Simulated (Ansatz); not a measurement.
# C₂H₃BF₂O: one species, many methods

How much do the methods differ for C₂H₃BF₂O? The plan is to run it at one geometry with functionals of several rungs and with coupled cluster, and see how far each lands from CCSD(T) at the basis-set limit for the atomisation energy.

Method: functionals in def2-TZVPP, the program's frozen cores in correlated methods; program: Ansatz 0.2.0, Gaussian basis.

Plan: PBE-D4, r2SCAN-D4, PBE0-D4, B3LYP-D4, ωB97X-V, ωB97M-V, B2PLYP; CCSD(T)/def2-TZVPP; MP2/def2-QZVPP; extrapolation to the limit.

### Step 1. The relaxed structure

An earlier PBE0-D4/def2-TZVP relaxation fixed the geometry.

SMILES `O=CCB(F)F`, 9 atoms, charge 0, spin multiplicity 1.

Atoms are counted from 1 here; the program's logs count them from 0.

Bond lengths: O1–C2 1.199 Å, C2–C3 1.500 Å, C2–H7 1.110 Å, C3–B4 1.568 Å, C3–H8 1.091 Å, C3–H9 1.101 Å, B4–F5 1.320 Å, B4–F6 1.317 Å. Angles: O1–C2–C3 123.9°, O1–C2–H7 120.8°, C3–C2–H7 115.3°, C2–C3–B4 113.3°, C2–C3–H8 110.5°, C2–C3–H9 107.7°, B4–C3–H8 111.6°, B4–C3–H9 105.1°, H8–C3–H9 108.4°, C3–B4–F5 121.5°, C3–B4–F6 121.5°, F5–B4–F6 117.0°.

### Step 2. PBE-D4 (GGA)

in.yaml

```yaml
crystal:
  periodic: [false, false, false]
  atoms:
    - {symbol: O, position_ang: [-0.945550, -2.067451, 0.335224]}
    - {symbol: C, position_ang: [-0.280558, -1.267669, -0.260520]}
    - {symbol: C, position_ang: [0.419412, -0.110964, 0.389803]}
    - {symbol: B, position_ang: [-0.120444, 1.283514, -0.080372]}
    - {symbol: F, position_ang: [-0.535474, 1.480013, -1.317965]}
    - {symbol: F, position_ang: [-0.154353, 2.318025, 0.733193]}
    - {symbol: H, position_ang: [-0.154637, -1.339974, -1.361079]}
    - {symbol: H, position_ang: [0.388177, -0.207947, 1.475538]}
    - {symbol: H, position_ang: [1.472028, -0.133847, 0.069177]}
basis:
  gaussian: {orbitals: def2-TZVPP}
hamiltonian: {xc: pbe, dispersion: d4}
output: {forces: true, orbitals: {seedname: orbitals}}
```

Run with:

```bash
> ansatz run in.yaml --threads 4 --pin off --events-out ev --progress --plain --max-ram 10444MiB
```

Further steps of the session: r2SCAN-D4 (meta-GGA); PBE0-D4 (hybrid); B3LYP-D4 (hybrid); ωB97X-V (range-separated); ωB97M-V (range-separated); B2PLYP (double hybrid); CCSD(T) in def2-TZVPP; MP2 in def2-QZVPP.

**Question.** What will the summary of the whole plan be? Wanted: atomisation energy, CCSD(T)/CBS; farthest; mean size of error, hybrid; mean size of error, range-separated; gap, smallest and largest; T1 diagnostic; triples share of the correlation energy.

The runs gave:

| quantity | value |
| --- | --- |
| atomisation energy, CCSD(T)/CBS | 4065.9 kJ/mol |
| functionals within 20.3 kJ/mol (0.5 %) | B3LYP-D4, ωB97X-V, B2PLYP |
| farthest | PBE-D4 (+150.9 kJ/mol) |
| mean size of error, hybrid | 18.6 kJ/mol |
| mean size of error, range-separated | 18.5 kJ/mol |
| gap, smallest and largest | 4.03 eV (PBE-D4), 11.70 eV (ωB97X-V) |
| T1 diagnostic | 0.0143 |
| triples share of the correlation energy | 3.5 % |

**Reading.** PBE-D4 misses by +150.9 kJ/mol, or 18.9 kJ/mol for each of 8 bonds. Double hybrids carry the basis error of their MP2 part in triple zeta, and no dispersion term here, so their miss is partly the set-up's. The reference freezes the cores and leaves out relativity and excitations past (T), so misses under about 20.3 kJ/mol can't be ranked. Hartree-Fock recovers 74 % of the binding; the rest is correlation. The gap grows from 4.0 to 11.7 eV across the functionals, mostly with the share of exact exchange.
